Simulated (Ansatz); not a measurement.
**BGeH₄Na (SMILES [Na][BH][GeH3]): functionals against CCSD(T) at one geometry**

An exercise on one series of results from a longer session: the logs are not shown, and one member is left open.

Method: single points in def2-TZVPP; program: Ansatz 0.2.0, Gaussian basis.

Correlated methods freeze the cores. Filled d shells of the heavier atoms are correlated. The outer core shell of Li, Na, Mg and K is correlated.

**Starting geometry**

SMILES `[Na][BH][GeH3]`, 7 atoms, charge 0, spin multiplicity 1.

Atoms are counted from 1 here; the program's logs count them from 0.

Bond lengths: Na1–B2 2.161 Å, B2–Ge3 1.916 Å, B2–H4 1.207 Å, Ge3–H5 1.539 Å, Ge3–H6 1.706 Å, Ge3–H7 1.553 Å. Angles: Na1–B2–Ge3 109.6°, Na1–B2–H4 142.9°, Ge3–B2–H4 107.1°, B2–Ge3–H5 115.5°, B2–Ge3–H6 113.3°, B2–Ge3–H7 133.1°, H5–Ge3–H6 86.7°, H5–Ge3–H7 104.7°, H6–Ge3–H7 91.5°.

Coordinates:

```xyz
7

Na   -2.3857   -1.2280   -0.0684
B    -0.2464   -1.2971    0.2318
Ge    0.5059    0.4338   -0.0998
H     0.6739   -2.0530    0.4274
H    -0.1245    1.2170   -1.2649
H    -0.1183    1.6479    0.9235
H     1.9434    1.0078    0.0296
```

Set-up of the first run:

The input, run/in.yaml:

```yaml
crystal:
  periodic: [false, false, false]
  atoms:
    - {symbol: Na, position_ang: [-2.385700, -1.228000, -0.068400]}
    - {symbol: B, position_ang: [-0.246400, -1.297100, 0.231800]}
    - {symbol: Ge, position_ang: [0.505900, 0.433800, -0.099800]}
    - {symbol: H, position_ang: [0.673900, -2.053000, 0.427400]}
    - {symbol: H, position_ang: [-0.124500, 1.217000, -1.264900]}
    - {symbol: H, position_ang: [-0.118300, 1.647900, 0.923500]}
    - {symbol: H, position_ang: [1.943400, 1.007800, 0.029600]}
basis:
  gaussian: {orbitals: def2-TZVPP}
correlation: {method: ccsd_t}
output: {forces: true}
```

The command line of these runs was not kept.

Steps of the session up to this table: CCSD(T)/def2-TZVPP; PBE0-D4/def2-TZVPP; wB97M-V/def2-TZVPP; r2SCAN-D4/def2-TZVPP; PBE-D4/def2-TZVPP; HSE06-D4/def2-TZVPP; BLYP-D4/def2-TZVPP.

One table of the session follows, with a row left open; its other results are not shown here.

| method | RMS force component (eV/Å) | angle to CCSD(T) forces (°) | dipole (D) |
| --- | --- | --- | --- |
| CCSD(T) | 1.274 | reference | 6.40 |
| PBE0-D4 | 1.197 | 3.5 | 6.09 |
| wB97M-V | 1.258 | 2.6 | 6.27 |
| r2SCAN-D4 | ? | ? | ? |
| PBE-D4 | 1.079 | 6.6 | 5.62 |
| HSE06-D4 | 1.194 | 3.6 | 6.07 |
| BLYP-D4 | 1.129 | 6.0 | 5.51 |

Q: Estimate the row for r2SCAN-D4 from the others.

**Answer.** RMS force component (eV/Å): 1.175; angle to CCSD(T) forces (°): 5.3; dipole (D): 6.25. In the column «RMS force component (eV/Å)» it lies between BLYP-D4 (1.129) and HSE06-D4 (1.194).
